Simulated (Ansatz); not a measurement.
# F− with Si2H6: structure and interaction energy, part 2 of 3

Ansatz 0.2.0, Gaussian basis. The steps go on from the part before.

## (4) wB97X-V/def2-TZVPPD

ab/in.yaml

```yaml
crystal:
  periodic: [false, false, false]
  atoms:
    - {symbol: F, position_ang: [-0.589405, -0.167026, -2.064623]}
    - {symbol: Si, position_ang: [0.107811, 1.097497, 0.605909]}
    - {symbol: Si, position_ang: [-0.112549, -0.924546, -0.585652]}
    - {symbol: H, position_ang: [1.497093, 1.220723, 1.170291]}
    - {symbol: H, position_ang: [-0.150842, 2.457020, 0.000735]}
    - {symbol: H, position_ang: [-0.771947, 1.081168, 1.826410]}
    - {symbol: H, position_ang: [0.333824, -1.526465, 0.822390]}
    - {symbol: H, position_ang: [1.094037, -1.541267, -1.251144]}
    - {symbol: H, position_ang: [-1.408121, -1.697105, -0.524418]}
basis:
  gaussian: {orbitals: "def2-TZVPPD.json"}
total_charge: -1
hamiltonian: {xc: {name: wB97X-V}}
```

a/in.yaml

```yaml
crystal:
  periodic: [false, false, false]
  atoms:
    - {symbol: F, position_ang: [-0.589405, -0.167026, -2.064623]}
basis:
  gaussian:
    orbitals: "def2-TZVPPD.json"
    ghost_atoms:
      - {symbol: Si, position_ang: [0.107811, 1.097497, 0.605909]}
      - {symbol: Si, position_ang: [-0.112549, -0.924546, -0.585652]}
      - {symbol: H, position_ang: [1.497093, 1.220723, 1.170291]}
      - {symbol: H, position_ang: [-0.150842, 2.457020, 0.000735]}
      - {symbol: H, position_ang: [-0.771947, 1.081168, 1.826410]}
      - {symbol: H, position_ang: [0.333824, -1.526465, 0.822390]}
      - {symbol: H, position_ang: [1.094037, -1.541267, -1.251144]}
      - {symbol: H, position_ang: [-1.408121, -1.697105, -0.524418]}
total_charge: -1
hamiltonian: {xc: {name: wB97X-V}}
```

b/in.yaml

```yaml
crystal:
  periodic: [false, false, false]
  atoms:
    - {symbol: Si, position_ang: [0.107811, 1.097497, 0.605909]}
    - {symbol: Si, position_ang: [-0.112549, -0.924546, -0.585652]}
    - {symbol: H, position_ang: [1.497093, 1.220723, 1.170291]}
    - {symbol: H, position_ang: [-0.150842, 2.457020, 0.000735]}
    - {symbol: H, position_ang: [-0.771947, 1.081168, 1.826410]}
    - {symbol: H, position_ang: [0.333824, -1.526465, 0.822390]}
    - {symbol: H, position_ang: [1.094037, -1.541267, -1.251144]}
    - {symbol: H, position_ang: [-1.408121, -1.697105, -0.524418]}
basis:
  gaussian:
    orbitals: "def2-TZVPPD.json"
    ghost_atoms:
      - {symbol: F, position_ang: [-0.589405, -0.167026, -2.064623]}
hamiltonian: {xc: {name: wB97X-V}}
```

The basis file named in the input lies beside it (Basis Set Exchange, JSON).

Each run has its own folder and the same command.

Launch:

```sh
$ ansatz run in.yaml --threads 4 --pin off --events-out ev --progress --plain --max-ram 9574MiB
```

Log of ab, shortened:

```text
Functional definition: wB97X-V
  name "wB97X-V"
  cite "Mardirossian & Head-Gordon, Phys. Chem. Chem. Phys. 16, 9904 (2014) doi:10.1039/C3CP54374A"
  cite "Becke, J. Chem. Phys. 107, 8554 (1997) doi:10.1063/1.475007"
  cite "Vydrov & Van Voorhis, J. Chem. Phys. 133, 244103 (2010) doi:10.1063/1.3521275"
[...]
      + integral(e_c_pw_opposite_spin*poly(b97_u_opposite, cos0, cos1)) + vv10(b, c)
1181 factors; their error is unknown
348 factors; integrals over basis functions are off by at most 2.6e-5 eV
[...]
mean field -18569.94326357 eV, -682.4328277765 hartree, gradient 1.2e-5 eV, S^2 0.000000; 0 other end points of the search recorded, 0 dependent functions left out
reference -18569.94326074 eV, -682.4328276726 hartree; 22, 22 occupied and 216, 216 virtual orbitals, 1181 factors
Total energy: -18569.94326074 eV, -682.4328276726 hartree
```

a printed, shortened:

```text
[... 5 set-up lines as earlier in the session ...]
[...]
      + integral(e_c_pw_opposite_spin*poly(b97_u_opposite, cos0, cos1)) + vv10(b, c)
1113 factors; their error is unknown
328 factors; integrals over basis functions are off by at most 2.7e-5 eV
[...]
mean field -2717.31044503 eV, -99.8593169956 hartree, gradient 1.1e-5 eV, S^2 0.000000; 0 other end points of the search recorded, 0 dependent functions left out
reference -2717.31044236 eV, -99.8593168975 hartree; 5, 5 occupied and 233, 233 virtual orbitals, 1113 factors
Total energy: -2717.31044236 eV, -99.8593168975 hartree
```

Log of b, shortened:

```text
[... 5 set-up lines as earlier in the session ...]
[...]
      + integral(e_c_pw_opposite_spin*poly(b97_u_opposite, cos0, cos1)) + vv10(b, c)
1176 factors; their error is unknown
347 factors; integrals over basis functions are off by at most 2.0e-5 eV
[...]
mean field -15849.65735865 eV, -582.4641646467 hartree, gradient 4.0e-5 eV, S^2 0.000000; 0 other end points of the search recorded, 0 dependent functions left out
reference -15849.65735623 eV, -582.4641645579 hartree; 17, 17 occupied and 221, 221 virtual orbitals, 1176 factors
Total energy: -15849.65735623 eV, -582.4641645579 hartree
```

Wall times: 7.5 s (ab), 4.6 s (a), 6 s (b) on 4 threads of Arm Neoverse V1, shared host; peak memory 0.6 GiB.

Interaction energy, ab − a − b: -2975 meV.

## (5) wB97M-V/def2-TZVPPD

The same edit goes into each in.yaml of step 4 (ab, a, b):

```diff
-hamiltonian: {xc: {name: wB97X-V}}
+hamiltonian: {xc: {name: wB97M-V}}
```

One command serves all of them, each in its own folder.

Launch:

```sh
$ ansatz run in.yaml --threads 4 --pin off --events-out ev --progress --plain --max-ram 9574MiB
```

ab printed, shortened:

```text
Functional definition: wB97M-V
  name "wB97M-V"
  cite "Mardirossian & Head-Gordon, J. Chem. Phys. 144, 214110 (2016) doi:10.1063/1.4952647"
[... 2 set-up lines as earlier in the session ...]
  # Of w^i u^j: cxij and so on, Table III.
[...]
  gx(w, u) = 1 - cx + cx01*u + cx10*w
[...]
      + integral(e_c_pw_mod_opposite_spin*gos(b97_w_opposite, b97_u_opposite)) + vv10(b, c)
1171 factors; their error is unknown
348 factors; integrals over basis functions are off by at most 2.6e-5 eV
[...]
mean field -18570.92765972 eV, -682.4690036680 hartree, gradient 4.8e-5 eV, S^2 0.000000; 0 other end points of the search recorded, 0 dependent functions left out
reference -18570.92772979 eV, -682.4690062430 hartree; 22, 22 occupied and 216, 216 virtual orbitals, 1171 factors
Total energy: -18570.92772979 eV, -682.4690062430 hartree
```

Output in a, shortened:

```text
[... 5 set-up lines as earlier in the session ...]
  # Of w^i u^j: cxij and so on, Table III.
[...]
  gx(w, u) = 1 - cx + cx01*u + cx10*w
[...]
      + integral(e_c_pw_mod_opposite_spin*gos(b97_w_opposite, b97_u_opposite)) + vv10(b, c)
1113 factors; their error is unknown
328 factors; integrals over basis functions are off by at most 2.7e-5 eV
[...]
mean field -2717.60416769 eV, -99.8701111042 hartree, gradient 1.5e-5 eV, S^2 0.000000; 0 other end points of the search recorded, 0 dependent functions left out
reference -2717.60423694 eV, -99.8701136493 hartree; 5, 5 occupied and 233, 233 virtual orbitals, 1113 factors
Total energy: -2717.60423694 eV, -99.8701136493 hartree
```

b printed, shortened:

```text
[... 5 set-up lines as earlier in the session ...]
  # Of w^i u^j: cxij and so on, Table III.
[...]
  gx(w, u) = 1 - cx + cx01*u + cx10*w
[...]
      + integral(e_c_pw_mod_opposite_spin*gos(b97_w_opposite, b97_u_opposite)) + vv10(b, c)
1166 factors; their error is unknown
347 factors; integrals over basis functions are off by at most 2.0e-5 eV
[...]
mean field -15850.28707725 eV, -582.4873063784 hartree, gradient 1.3e-5 eV, S^2 0.000000; 0 other end points of the search recorded, 0 dependent functions left out
reference -15850.28713872 eV, -582.4873086375 hartree; 17, 17 occupied and 221, 221 virtual orbitals, 1166 factors
Total energy: -15850.28713872 eV, -582.4873086375 hartree
```

Times: 8.5 s (ab), 4.9 s (a), 9 s (b) on 4 threads of Arm Neoverse V1, shared host; peak memory 0.61 GiB.

E(ab) − E(a) − E(b) = -3036 meV.

## (6) B2PLYP/def2-TZVPPD

The same edit goes into each in.yaml of step 5 (ab, a, b):

```diff
-hamiltonian: {xc: {name: wB97M-V}}
+hamiltonian: {xc: {name: B2PLYP}}
```

The same command starts each run, in its folder.

Launch:

```sh
$ ansatz run in.yaml --threads 4 --pin off --events-out ev --progress --plain --max-ram 9574MiB
```

Output in ab, shortened:

```text
Functional definition: B2PLYP
  name "B2PLYP"
  cite "Grimme, J. Chem. Phys. 124, 034108 (2006) doi:10.1063/1.2148954"
  cite "Becke, Phys. Rev. A 38, 3098 (1988) doi:10.1103/PhysRevA.38.3098"
  cite "Lee, Yang & Parr, Phys. Rev. B 37, 785 (1988) doi:10.1103/PhysRevB.37.785"
[...]
1339 factors; integrals over basis functions are off by at most 8.1e-4 eV
[...]
mean field -18560.14784740 eV, -682.0728528717 hartree, gradient 3.5e-6 eV, S^2 0.000000; 0 other end points of the search recorded, 0 dependent functions left out
11 core orbitals not correlated: weight in the atoms' cores, before any rotation towards them, 1.000 or more for the frozen orbitals, at most 0.000 for the correlated occupied ones
reference -18560.14805376 eV, -682.0728604555 hartree; 11, 11 occupied and 216, 216 virtual orbitals, 1339 factors
second order -18.38427602 eV of doubles, -0.00000000 eV of singles
Total energy: -18565.11180829 eV, -682.2552750697 hartree
```

Log of a, shortened:

```text
[... 5 set-up lines as earlier in the session ...]
[...]
1335 factors; integrals over basis functions are off by at most 8.1e-4 eV
[...]
mean field -2714.40702444 eV, -99.7526182569 hartree, gradient 2.5e-6 eV, S^2 0.000000; 2 other end points of the search recorded, 0 dependent functions left out
1 core orbitals not correlated: weight in the atoms' cores, before any rotation towards them, 1.000 or more for the frozen orbitals, at most 0.000 for the correlated occupied ones
reference -2714.40717169 eV, -99.7526236684 hartree; 4, 4 occupied and 233, 233 virtual orbitals, 1335 factors
second order -9.49227719 eV of doubles, -0.00000000 eV of singles
Total energy: -2716.97008653 eV, -99.8468090516 hartree
```

Output in b, shortened:

```text
[... 5 set-up lines as earlier in the session ...]
[...]
1334 factors; integrals over basis functions are off by at most 8.1e-4 eV
[...]
mean field -15842.79807739 eV, -582.2120907098 hartree, gradient 5.8e-6 eV, S^2 0.000000; 0 other end points of the search recorded, 0 dependent functions left out
10 core orbitals not correlated: weight in the atoms' cores, before any rotation towards them, 1.000 or more for the frozen orbitals, at most 0.000 for the correlated occupied ones
reference -15842.79825678 eV, -582.2120973022 hartree; 7, 7 occupied and 221, 221 virtual orbitals, 1334 factors
second order -9.25310785 eV of doubles, -0.00000000 eV of singles
Total energy: -15845.29659590 eV, -582.3039095715 hartree
```

They took 6 s (ab), 4 s (a), 5.5 s (b) on 4 threads of Arm Neoverse V1, shared host; peak memory 0.59 GiB.

E(ab) − E(a) − E(b) = -2845 meV.

## (7) B97M-V/def2-TZVPPD

The same edit goes into each in.yaml of step 6 (ab, a, b):

```diff
-hamiltonian: {xc: {name: B2PLYP}}
+hamiltonian: {xc: {name: B97M-V}}
```

The same command starts each run, in its folder.

Launch:

```sh
$ ansatz run in.yaml --threads 4 --pin off --events-out ev --progress --plain --max-ram 9574MiB
```

Log of ab, shortened:

```text
Functional definition: B97M-V
  name "B97M-V"
  cite "Mardirossian & Head-Gordon, J. Chem. Phys. 142, 074111 (2015) doi:10.1063/1.4907719"
[... 2 set-up lines as earlier in the session ...]
  # Of w^i u^j: cxij and so on, Table III.
[...]
  gx(w, u) = cx00 + cx01*u + cx02*u^2 + (cx10 + cx11*u)*w
[...]
  gos(w, u) = cos00 + cos01*u + cos03*u^3 + cos10*w + cos32*w^3*u^2
[...]
      + integral(e_c_pw_mod_opposite_spin*gos(b97_w_opposite, b97_u_opposite)) + vv10(b, c)
1161 factors; their error is unknown
[...]
mean field -18568.52745182 eV, -682.3807976542 hartree, gradient 1.6e-5 eV, S^2 0.000000; 0 other end points of the search recorded, 0 dependent functions left out
reference -18568.52753693 eV, -682.3808007822 hartree; 22, 22 occupied and 216, 216 virtual orbitals, 1161 factors
Total energy: -18568.52753693 eV, -682.3808007822 hartree
```

Output in a, shortened:

```text
[... 5 set-up lines as earlier in the session ...]
  # Of w^i u^j: cxij and so on, Table III.
[...]
  gx(w, u) = cx00 + cx01*u + cx02*u^2 + (cx10 + cx11*u)*w
[...]
  gos(w, u) = cos00 + cos01*u + cos03*u^3 + cos10*w + cos32*w^3*u^2
[...]
      + integral(e_c_pw_mod_opposite_spin*gos(b97_w_opposite, b97_u_opposite)) + vv10(b, c)
1113 factors; their error is unknown
[...]
mean field -2717.16814551 eV, -99.8540875848 hartree, gradient 5.2e-5 eV, S^2 0.000000; 0 other end points of the search recorded, 0 dependent functions left out
reference -2717.16825066 eV, -99.8540914490 hartree; 5, 5 occupied and 233, 233 virtual orbitals, 1113 factors
Total energy: -2717.16825066 eV, -99.8540914490 hartree
```

Output in b, shortened:

```text
[... 5 set-up lines as earlier in the session ...]
  # Of w^i u^j: cxij and so on, Table III.
[...]
  gx(w, u) = cx00 + cx01*u + cx02*u^2 + (cx10 + cx11*u)*w
[...]
  gos(w, u) = cos00 + cos01*u + cos03*u^3 + cos10*w + cos32*w^3*u^2
[...]
      + integral(e_c_pw_mod_opposite_spin*gos(b97_w_opposite, b97_u_opposite)) + vv10(b, c)
1156 factors; their error is unknown
[...]
mean field -15848.20936410 eV, -582.4109518285 hartree, gradient 2.4e-5 eV, S^2 0.000000; 0 other end points of the search recorded, 0 dependent functions left out
reference -15848.20943606 eV, -582.4109544730 hartree; 17, 17 occupied and 221, 221 virtual orbitals, 1156 factors
Total energy: -15848.20943606 eV, -582.4109544730 hartree
```

Wall times: 7.5 s (ab), 4.5 s (a), 7 s (b) on 4 threads of Arm Neoverse V1, shared host.

E(ab) − E(a) − E(b) = -3150 meV.

## (8) CCSD(T)/def2-TZVPPD

Each input of step 7 (ab, a, b) changes in the same lines:

```diff
-hamiltonian: {xc: {name: B97M-V}}
+correlation: {method: ccsd_t}
```

One command serves all of them, each in its own folder.

Launch:

```sh
$ ansatz run in.yaml --threads 4 --pin off --events-out ev --progress --plain --max-ram 9574MiB
```

Output in ab, shortened:

```text
Functional definition: HF
  name "HF"
  cite "Fock, Z. Phys. 61, 126 (1930) doi:10.1007/BF01340294"
[... 1 set-up line as earlier in the session ...]
[...]
1339 factors; integrals over basis functions are off by at most 8.1e-4 eV
[...]
mean field -18527.94903891 eV, -680.8895684852 hartree, gradient 2.5e-6 eV, S^2 0.000000; 0 other end points of the search recorded, 0 dependent functions left out
11 core orbitals not correlated: weight in the atoms' cores, before any rotation towards them, 1.000 or more for the frozen orbitals, at most 0.000 for the correlated occupied ones
reference -18527.94903891 eV, -680.8895684852 hartree; 11, 11 occupied and 216, 216 virtual orbitals, 1339 factors
second order -15.16250530 eV of doubles, -0.00000000 eV of singles
cycle   1  -15.86704256 eV  change   -7.0e-1 eV  update   1.0e-1
[...]
cycle  11  -16.41840853 eV  change    1.8e-5 eV  update   7.6e-6
perturbative correction -0.53283678 eV, -0.0195813906 hartree
Total energy: -18544.90028423 eV, -681.5125152606 hartree
```

Log of a, shortened:

```text
[... 4 set-up lines as earlier in the session ...]
[...]
1335 factors; integrals over basis functions are off by at most 8.1e-4 eV
[...]
mean field -2706.33274500 eV, -99.4558939604 hartree, gradient 2.8e-6 eV, S^2 0.000000; 0 other end points of the search recorded, 0 dependent functions left out
1 core orbitals not correlated: weight in the atoms' cores, before any rotation towards them, 1.000 or more for the frozen orbitals, at most 0.000 for the correlated occupied ones
reference -2706.33274500 eV, -99.4558939604 hartree; 4, 4 occupied and 233, 233 virtual orbitals, 1335 factors
second order -7.87273272 eV of doubles, -0.00000000 eV of singles
cycle   1  -7.46811427 eV  change    4.0e-1 eV  update   9.9e-2
[...]
cycle  14  -7.71502915 eV  change   -6.3e-6 eV  update   3.9e-6
perturbative correction -0.26492468 eV, -0.0097358024 hartree
Total energy: -2714.31269883 eV, -99.7491518546 hartree
```

b printed, shortened:

```text
[... 4 set-up lines as earlier in the session ...]
[...]
1334 factors; integrals over basis functions are off by at most 8.1e-4 eV
[...]
mean field -15818.57384585 eV, -581.3218666204 hartree, gradient 1.2e-6 eV, S^2 0.000000; 0 other end points of the search recorded, 0 dependent functions left out
10 core orbitals not correlated: weight in the atoms' cores, before any rotation towards them, 1.000 or more for the frozen orbitals, at most 0.000 for the correlated occupied ones
reference -15818.57384585 eV, -581.3218666204 hartree; 7, 7 occupied and 221, 221 virtual orbitals, 1334 factors
second order -7.43999678 eV of doubles, -0.00000000 eV of singles
cycle   1  -8.42121537 eV  change   -9.8e-1 eV  update   8.0e-2
[...]
cycle   9  -8.81705050 eV  change    5.4e-7 eV  update   1.7e-5
perturbative correction -0.29586663 eV, -0.0108728982 hartree
Total energy: -15827.68676298 eV, -581.6567601481 hartree
```

They took 81 s (ab), 29 s (a), 37 s (b) on 4 threads of Arm Neoverse V1, shared host; peak memory 4.4 GiB.

E(ab) − E(a) − E(b) = -2901 meV.

## (9) MP2/def2-QZVPPD

Changes to ab/in.yaml since step 8:

```diff
@@ -13,4 +13,4 @@
 basis:
-  gaussian: {orbitals: "def2-TZVPPD.json"}
+  gaussian: {orbitals: "def2-QZVPPD.json"}
 total_charge: -1
-correlation: {method: ccsd_t}
+correlation: {method: mp2}
```

Changes to a/in.yaml since step 8:

```diff
@@ -6,3 +6,3 @@
   gaussian:
-    orbitals: "def2-TZVPPD.json"
+    orbitals: "def2-QZVPPD.json"
     ghost_atoms:
@@ -17,2 +17,2 @@
 total_charge: -1
-correlation: {method: ccsd_t}
+correlation: {method: mp2}
```

Changes to b/in.yaml since step 8:

```diff
@@ -13,5 +13,5 @@
   gaussian:
-    orbitals: "def2-TZVPPD.json"
+    orbitals: "def2-QZVPPD.json"
     ghost_atoms:
       - {symbol: F, position_ang: [-0.589405, -0.167026, -2.064623]}
-correlation: {method: ccsd_t}
+correlation: {method: mp2}
```

Each run has its own folder and the same command.

Launch:

```sh
$ ansatz run in.yaml --threads 4 --pin off --events-out ev --progress --plain --max-ram 9574MiB
```

Output in ab, shortened:

```text
[... 4 set-up lines as earlier in the session ...]
[...]
2398 factors; integrals over basis functions are off by at most 9.1e-4 eV
[...]
mean field -18528.55710054 eV, -680.9119143376 hartree, gradient 2.0e-6 eV, S^2 0.000000; 0 other end points of the search recorded, 0 dependent functions left out
11 core orbitals not correlated: weight in the atoms' cores, before any rotation towards them, 1.000 or more for the frozen orbitals, at most 0.000 for the correlated occupied ones
reference -18528.55710054 eV, -680.9119143376 hartree; 11, 11 occupied and 394, 394 virtual orbitals, 2398 factors
second order -16.33980095 eV of doubles, -0.00000000 eV of singles
Total energy: -18544.89690148 eV, -681.5123909469 hartree
```

a printed, shortened:

```text
[... 4 set-up lines as earlier in the session ...]
[...]
2400 factors; integrals over basis functions are off by at most 8.7e-4 eV
[...]
mean field -2706.42208519 eV, -99.4591771521 hartree, gradient 2.1e-6 eV, S^2 0.000000; 0 other end points of the search recorded, 0 dependent functions left out
1 core orbitals not correlated: weight in the atoms' cores, before any rotation towards them, 1.000 or more for the frozen orbitals, at most 0.000 for the correlated occupied ones
reference -2706.42208519 eV, -99.4591771521 hartree; 4, 4 occupied and 411, 411 virtual orbitals, 2400 factors
second order -8.52344820 eV of doubles, -0.00000000 eV of singles
Total energy: -2714.94553339 eV, -99.7724080960 hartree
```

b printed, shortened:

```text
[... 4 set-up lines as earlier in the session ...]
[...]
2394 factors; integrals over basis functions are off by at most 9.1e-4 eV
[...]
mean field -15819.05314066 eV, -581.3394803801 hartree, gradient 7.6e-6 eV, S^2 0.000000; 0 other end points of the search recorded, 0 dependent functions left out
10 core orbitals not correlated: weight in the atoms' cores, before any rotation towards them, 1.000 or more for the frozen orbitals, at most 0.000 for the correlated occupied ones
reference -15819.05314066 eV, -581.3394803801 hartree; 7, 7 occupied and 399, 399 virtual orbitals, 2394 factors
second order -7.91226357 eV of doubles, -0.00000000 eV of singles
Total energy: -15826.96540424 eV, -581.6302507032 hartree
```

They took 27 s (ab), 18 s (a), 22 s (b) on 4 threads of Arm Neoverse V1, shared host; peak memory 2.1 GiB.

Interaction energy, ab − a − b: -2986 meV.

## (10) Hartree-Fock/STO-3G

Changes to ab/in.yaml since step 9:

```diff
@@ -13,4 +13,4 @@
 basis:
-  gaussian: {orbitals: "def2-QZVPPD.json"}
+  gaussian: {orbitals: STO-3G}
 total_charge: -1
-correlation: {method: mp2}
+hamiltonian: {xc: hf}
```

Changes to a/in.yaml since step 9:

```diff
@@ -6,3 +6,3 @@
   gaussian:
-    orbitals: "def2-QZVPPD.json"
+    orbitals: STO-3G
     ghost_atoms:
@@ -17,2 +17,2 @@
 total_charge: -1
-correlation: {method: mp2}
+hamiltonian: {xc: hf}
```

Changes to b/in.yaml since step 9:

```diff
@@ -13,5 +13,5 @@
   gaussian:
-    orbitals: "def2-QZVPPD.json"
+    orbitals: STO-3G
     ghost_atoms:
       - {symbol: F, position_ang: [-0.589405, -0.167026, -2.064623]}
-correlation: {method: mp2}
+hamiltonian: {xc: hf}
```

One command serves all of them, each in its own folder.

Launch:

```sh
$ ansatz run in.yaml --threads 4 --pin off --events-out ev --progress --plain --max-ram 9574MiB
```

ab printed, shortened:

```text
[... 4 set-up lines as earlier in the session ...]
[...]
346 factors; integrals over basis functions are off by at most 3.3e-5 eV
[...]
mean field -18299.85352046 eV, -672.5072127907 hartree, gradient 2.6e-5 eV, S^2 0.000000; 0 other end points of the search recorded, 0 dependent functions left out
reference -18299.85352046 eV, -672.5072127907 hartree; 22, 22 occupied and 7, 7 virtual orbitals, 346 factors
Total energy: -18299.85352046 eV, -672.5072127907 hartree
```

a printed, shortened:

```text
[... 4 set-up lines as earlier in the session ...]
[...]
262 factors; integrals over basis functions are off by at most 2.4e-3 eV
[...]
mean field -2662.01683102 eV, -97.8273141601 hartree, gradient 1.8e-5 eV, S^2 0.000000; 0 other end points of the search recorded, 0 dependent functions left out
reference -2662.01683102 eV, -97.8273141601 hartree; 5, 5 occupied and 24, 24 virtual orbitals, 262 factors
Total energy: -2662.01683102 eV, -97.8273141601 hartree
```

b printed, shortened:

```text
[... 4 set-up lines as earlier in the session ...]
[...]
317 factors; integrals over basis functions are off by at most 9.3e-4 eV
[...]
mean field -15636.26691811 eV, -574.6222105981 hartree, gradient 4.2e-5 eV, S^2 0.000000; 0 other end points of the search recorded, 0 dependent functions left out
reference -15636.26691811 eV, -574.6222105981 hartree; 17, 17 occupied and 12, 12 virtual orbitals, 317 factors
Total energy: -15636.26691811 eV, -574.6222105981 hartree
```

Wall times: 0.1 s (ab), 0.1 s (a), 0.1 s (b) on 4 threads of Arm Neoverse V1, shared host.

E(ab) − E(a) − E(b) = -1570 meV.

(Part 2 of 3 ends here.)
